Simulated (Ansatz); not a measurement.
# ClF5Mo: the cost of one run

Program: Ansatz 0.2.0. Level of theory: RKS B3LYP/def2-SVP. These are calculated values, not measurements.

## Step 1: Starting point

Bond lengths: Mo1–Cl2 2.310 Å, Mo1–F3 1.770 Å, Mo1–F4 1.770 Å, Mo1–F5 1.770 Å, Mo1–F6 1.770 Å, Mo1–F7 1.770 Å. Angles (14 of 15 angles, heavy atoms first): Cl2–Mo1–F3 90.0°, Cl2–Mo1–F4 90.0°, Cl2–Mo1–F5 90.0°, Cl2–Mo1–F6 90.0°, Cl2–Mo1–F7 180.0°, F3–Mo1–F4 90.0°, F3–Mo1–F5 180.0°, F3–Mo1–F6 90.0°, F3–Mo1–F7 90.0°, F4–Mo1–F5 90.0°, F4–Mo1–F6 180.0°, F4–Mo1–F7 90.0°, F5–Mo1–F6 90.0°, F5–Mo1–F7 90.0°.

Coordinates:

```xyz
7

Mo    0.0000    0.0000    0.0000
Cl    0.0000    0.0000    2.3100
F     1.7700    0.0000    0.0000
F     0.0000    1.7700    0.0000
F    -1.7700    0.0000    0.0000
F     0.0000   -1.7700    0.0000
F     0.0000    0.0000   -1.7700
```

## Step 2: Relaxing the start

input.yaml reads:

```yaml
crystal:
  periodic: [false, false, false]
  atoms:
    - { symbol: Mo, position_ang: [0.0, 0.0, 0.0] }
    - { symbol: Cl, position_ang: [0.0, 0.0, 2.31] }
    - { symbol: F, position_ang: [1.77, 0.0, 0.0] }
    - { symbol: F, position_ang: [0.0, 1.77, 0.0] }
    - { symbol: F, position_ang: [-1.77, 0.0, 0.0] }
    - { symbol: F, position_ang: [0.0, -1.77, 0.0] }
    - { symbol: F, position_ang: [0.0, 0.0, -1.77] }
basis:
  gaussian: { orbitals: def2-SVP }
hamiltonian:
  xc: b3lyp
relax:
  f_tol: 0.02
  max_steps: 40
```

Started as:

```
$ ansatz run input.yaml --threads 2 --pin off --max-ram 3072MiB --backend cpu --events-out ev --progress --plain --runs-dir out
```

**Question.** How long does this run take on 2 threads of Intel Xeon Platinum 8259CL at 2.50GHz (Skylake/Cascade Lake), shared host, and how much memory does it need?

About 24 s, with a peak of 0.33 GiB.
